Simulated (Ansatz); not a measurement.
AlBFH3O, SMILES [BH2][Al]([OH])[F], an atomisation energy

Computed with the Ansatz DFT code, driven from Python.

Typed at the interpreter:
```pycon
>>> from collections import Counter
>>> import ansatz
>>> def single_point(molecule, charge=0, unpaired=0):
...     calc = (
...         molecule.calculation()
...         .basis(gaussian="cc-pVDZ")
...         .functional("b3lyp")
...     )
...     if charge:
...         calc = calc.charge(charge)
...     if unpaired:
...         calc = calc.spin("collinear", total=unpaired)
...     report = calc.run(threads=1, backend="cpu").report
...     if report["published_state_doubts"]:
...         print("  doubts:", report["published_state_doubts"])
...     return report["free_energy_ev"]
...
>>> albfh3o = (
...     ansatz.Crystal.molecule()
...     .atom("B", (-1.1219, 0.8051, 0.1332))
...     .atom("Al", (0.3882, -0.366, -0.471))
...     .atom("O", (1.905, -0.4108, 0.5025))
...     .atom("F", (0.309, -1.3661, -1.9538))
...     .atom("H", (-2.1646, 0.8734, -0.5299))
...     .atom("H", (-1.0674, 1.5283, 1.0923))
...     .atom("H", (1.8131, -1.132, 1.181))
... )
>>> unpaired = {"B": 1, "Al": 1, "O": 2, "F": 1, "H": 1}
>>> counts = Counter(site.symbol for site in albfh3o.cartesian_sites)
>>> atom_energy = {s: single_point(ansatz.Crystal.molecule().atom(s, (0, 0, 0)), 0, unpaired[s]) for s in counts}
>>> whole = single_point(albfh3o, 0, 0)
>>> for s, e in atom_energy.items():
...     print(f"{s:2s} x{counts[s]}  {e:14.5f} eV")
...
B  x1      -671.05652 eV
Al x1     -6595.57360 eV
O  x1     -2042.71786 eV
F  x1     -2713.69905 eV
H  x3       -13.63992 eV
>>> print(f"AlBFH3O: {whole:.5f} eV")
AlBFH3O: -12088.28146 eV
>>> split = sum(counts[s] * e for s, e in atom_energy.items()) - whole
>>> print(f"atomisation energy (no zero-point term): {split:.3f} eV, {split / sum(counts.values()):.3f} eV an atom")
atomisation energy (no zero-point term): 24.315 eV, 3.474 eV an atom
```

24.315 eV from the electronic energies, without the zero-point term.

What to keep in mind:
- Total energies depend on the basis set; only differences at equal settings carry meaning.
- The geometry is a force-field or estimated start, not a minimum of this method, and the basis set is short of its limit. All parts are taken at fixed geometry, without zero-point energy.
- b3lyp holds the VWN-RPA fit, as in Gaussian; the form of ORCA and Turbomole is b3lyp5.
- For Al to Cl the sets with a tight d function, cc-pV(X+d)Z, are usual.
- The whole script took 2.8 s on 1 thread of Arm Neoverse V2, with other jobs on the host, peak memory 0.19 GiB.
